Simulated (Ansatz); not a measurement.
# C (Carbon): the cost of one run

Method: DFT PBE, scalar-relativistic, plane waves, PAW, in Ansatz 0.2.0.

A COD entry behind a cell of this session may itself be a prediction, so a difference from it is no test against experiment.

1 further run of the same task is left out (set aside as unsound or not needed).

## Step 1: The system as given

The structure is hexagonal, space group P6_3/mmc (No. 194). Conventional cell: a = 2.512 Å, b = 2.512 Å, c = 4.180 Å, α = 90.00°, β = 90.00°, γ = 120.00°. Around C (site symmetry 3m) lie 4 C at 1.54 to 1.57 Å.

Structure file:

```cif
data_structure
_symmetry_space_group_name_H-M 'P 1'
_symmetry_Int_Tables_number 1
_cell_length_a 2.5116
_cell_length_b 2.5116
_cell_length_c 4.1804
_cell_angle_alpha 90.000
_cell_angle_beta 90.000
_cell_angle_gamma 120.000
_cell_volume 22.84
loop_
_atom_site_label
_atom_site_type_symbol
_atom_site_fract_x
_atom_site_fract_y
_atom_site_fract_z
_atom_site_occupancy
C1 C 0.33333 0.66667 0.06273 1
C2 C 0.66667 0.33333 0.56273 1
C3 C 0.33333 0.66667 0.43727 1
C4 C 0.66667 0.33333 0.93727 1
```

It is the result of an earlier relaxation at this level (volume 5.71 Å³/atom; gap on the mesh: 3.35 eV).

## Step 2: Eigenvalues a small step from each edge

Input file input.yaml:

```yaml
crystal:
  lattice:
    - [2.511563538, 0.0, 0.0]
    - [-1.255781769, 2.1750778272, 0.0]
    - [0.0, 0.0, 4.1803567947]
  atoms:
    - { symbol: C, position: [0.3333333333, 0.6666666667, 0.0627318021] }
    - { symbol: C, position: [0.6666666667, 0.3333333333, 0.5627318021] }
    - { symbol: C, position: [0.3333333333, 0.6666666667, 0.4372681979] }
    - { symbol: C, position: [0.6666666667, 0.3333333333, 0.9372681979] }
basis:
  ecutwfc: 420
kpoints:
  mp_grid: { grid: [12, 12, 6] }
hamiltonian:
  xc: pbe
scf:
  occupations: { method: gaussian, width: 0.02 }
output:
  forces: false
  stress: false
  eigenvalues: true
  eigenstates:
    kpoints:
      - [0.0, 0.0, 0.0]
      - [0.007994555, -0.003997278, 0.0]
      - [-0.007994555, 0.003997278, 0.0]
      - [0.0, 0.006923488, 0.0]
      - [0.0, -0.006923488, 0.0]
      - [0.0, 0.0, 0.013306489]
      - [0.0, 0.0, -0.013306489]
      - [0.005653004, 0.002069143, 0.0]
      - [-0.005653004, -0.002069143, 0.0]
      - [0.005653004, -0.002826502, 0.009409109]
      - [-0.005653004, 0.002826502, -0.009409109]
      - [0.0, 0.004895645, 0.009409109]
      - [0.0, -0.004895645, -0.009409109]
      - [0.004615659, 0.001689448, 0.007682505]
      - [-0.004615659, -0.001689448, -0.007682505]
      - [0.333333, 0.333333, 0.0]
      - [0.341327555, 0.329335722, 0.0]
      - [0.325338445, 0.337330278, 0.0]
      - [0.333333, 0.340256488, 0.0]
      - [0.333333, 0.326409512, 0.0]
      - [0.333333, 0.333333, 0.013306489]
      - [0.333333, 0.333333, -0.013306489]
      - [0.338986004, 0.335402143, 0.0]
      - [0.327679996, 0.331263857, 0.0]
      - [0.338986004, 0.330506498, 0.009409109]
      - [0.327679996, 0.336159502, -0.009409109]
      - [0.333333, 0.338228645, 0.009409109]
      - [0.333333, 0.328437355, -0.009409109]
      - [0.337948659, 0.335022448, 0.007682505]
      - [0.328717341, 0.331643552, -0.007682505]
    e_range: [-4.854218, 4.854218]
checkpoint:
  read: start.run
  write: ck
  compress: false
  write_wavefunctions: false
  write_every: 100000
```

Launch:

```sh
> ansatz run input.yaml --threads 1 --pin off --max-ram 2560MiB --backend cpu --events-out ev --progress --plain --runs-dir out
```

What time and memory should one allow on 1 thread of Intel Xeon Platinum 8488C (Sapphire Rapids), shared host?

About 1.4 s, with a peak of 0.4 GiB.
